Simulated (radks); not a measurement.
# Taking charge from the 1s level of Yb⁴⁹⁺ in fractions

The task here is to estimate one member of a computed series from the others.

Method: scalar-relativistic Kohn-Sham, LDA (Slater exchange, Perdew-Wang correlation), spin-unpolarised, spherical densities, finite nucleus. Code: radks (a radial shooting solver on a logarithmic mesh, Libxc functionals) version 1.

## Starting point

| Item | Value |
| --- | --- |
| element | ytterbium (Z = 70) |
| charge | +49 |
| electrons | 21 |
| configuration | [Ar] 3d3 |
| nuclear rms radius | 5.3108 fm |

Outer shells as boxes (Hund's rule):

Yb⁴⁹⁺
```
[Ar] core
3d [↑ ][↑ ][↑ ][  ][  ]
```

The first run:

Input:

```text
Z 70
configuration [Ar] 3d3
relativity scalar-relativistic
functional lda,pw
spin unpolarised
nucleus finite rms 5.3108 fm
c 137.035999084
```

Steps of the session up to this table: Start: [Ar] 3d3.

One of the session's tables, all rows but one given; the rest of the session is left out.

It belongs to the step «Start: [Ar] 3d3». Radial moments (bohr):

```
level      <r>  outermost maximum (interpolated)  90 % within  nodes
   1s  0.01968                            0.0124       0.0357      0
   2s  0.08286                            0.0704        0.128      1
   2p  0.07360                            0.0574        0.120      0
   3s   0.2051                             0.193        0.299      2
   3p        ?                                 ?            ?      ?
   3d   0.1792                             0.150        0.274      0
```

Q: Estimate the row for 3p from the others.

The run gave: <r>: 0.2018; outermost maximum (interpolated): 0.188; 90 % within: 0.299; nodes: 1. In the column «<r>» it lies between 3d (0.1792) and 3s (0.2051).
